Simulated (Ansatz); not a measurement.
**ClFH₂OSTi: small, medium and large basis sets**

The task here is to estimate one member of a computed series from the others.

Computed with Ansatz 0.2.0, Gaussian basis. Level: one geometry, several basis sets.

The runs, in order: PBE0-D4/def2-SVP; ωB97M-V/def2-SVP; PBE0-D4/def2-QZVPP; ωB97M-V/def2-QZVPP; the functionals' def2-TZVPP values are taken from earlier runs.

## The geometry

An earlier PBE0-D4 in a triple-zeta def2 set relaxation fixed the geometry.

SMILES `[OH][Ti]([F])([SH])[Cl]`, 7 atoms, charge 0, spin multiplicity 1.

Atoms are counted from 1 here; the program's logs count them from 0.

Bond lengths: O1–Ti2 1.756 Å, O1–H6 0.958 Å, Ti2–F3 1.744 Å, Ti2–S4 2.281 Å, Ti2–Cl5 2.196 Å, S4–H7 1.346 Å. Angles: Ti2–O1–H6 145.0°, O1–Ti2–F3 113.0°, O1–Ti2–S4 107.8°, O1–Ti2–Cl5 109.8°, F3–Ti2–S4 107.4°, F3–Ti2–Cl5 108.7°, S4–Ti2–Cl5 110.2°, Ti2–S4–H7 91.3°.

Geometry (Å):

```
atom    x (Å)    y (Å)    z (Å)
  O1  -1.0585  -0.8291  -0.4783
 Ti2   0.4979  -0.0584  -0.2178
  F3   1.7901  -1.2021   0.0337
  S4   0.3370   1.2145   1.6684
 Cl5   1.0009   1.2035  -1.9433
  H6  -1.5021  -1.6557  -0.6704
  H7  -1.0043   1.2591   1.5620
```

Set-up of the first run:

File in.yaml:

```yaml
crystal:
  periodic: [false, false, false]
  atoms:
    - {symbol: O, position_ang: [-1.058452, -0.829100, -0.478347]}
    - {symbol: Ti, position_ang: [0.497867, -0.058389, -0.217788]}
    - {symbol: F, position_ang: [1.790138, -1.202115, 0.033746]}
    - {symbol: S, position_ang: [0.337037, 1.214529, 1.668416]}
    - {symbol: Cl, position_ang: [1.000906, 1.203522, -1.943318]}
    - {symbol: H, position_ang: [-1.502111, -1.655657, -0.670409]}
    - {symbol: H, position_ang: [-1.004285, 1.259110, 1.561999]}
basis:
  gaussian: {orbitals: def2-SVP}
hamiltonian: {xc: pbe0, dispersion: d4}
output: {orbitals: {seedname: orbitals}}
```

Steps of the session up to this table: PBE0-D4 in def2-SVP; ωB97M-V in def2-SVP; PBE0-D4 in def2-QZVPP; ωB97M-V in def2-QZVPP.

One table of the session follows, with a row left open; its other results are not shown here.

It belongs to the step «Density functionals: the series». 

| functional | basis | HOMO (eV) | LUMO (eV) |
| --- | --- | --- | --- |
| PBE0-D4 | def2-SVP | -7.82 | -2.73 |
| PBE0-D4 | def2-TZVPP | -7.95 | -2.75 |
| PBE0-D4 | def2-QZVPP | -7.97 | -2.77 |
| ωB97M-V | def2-SVP | ? | ? |
| ωB97M-V | def2-TZVPP | -10.07 | -0.59 |
| ωB97M-V | def2-QZVPP | -10.10 | -0.63 |

Q: Estimate the row for ωB97M-V, def2-SVP from the others.

The run gave: HOMO (eV): -9.88; LUMO (eV): -0.50. In the column «HOMO (eV)» it lies between ωB97M-V, def2-TZVPP (-10.07) and PBE0-D4, def2-QZVPP (-7.97).
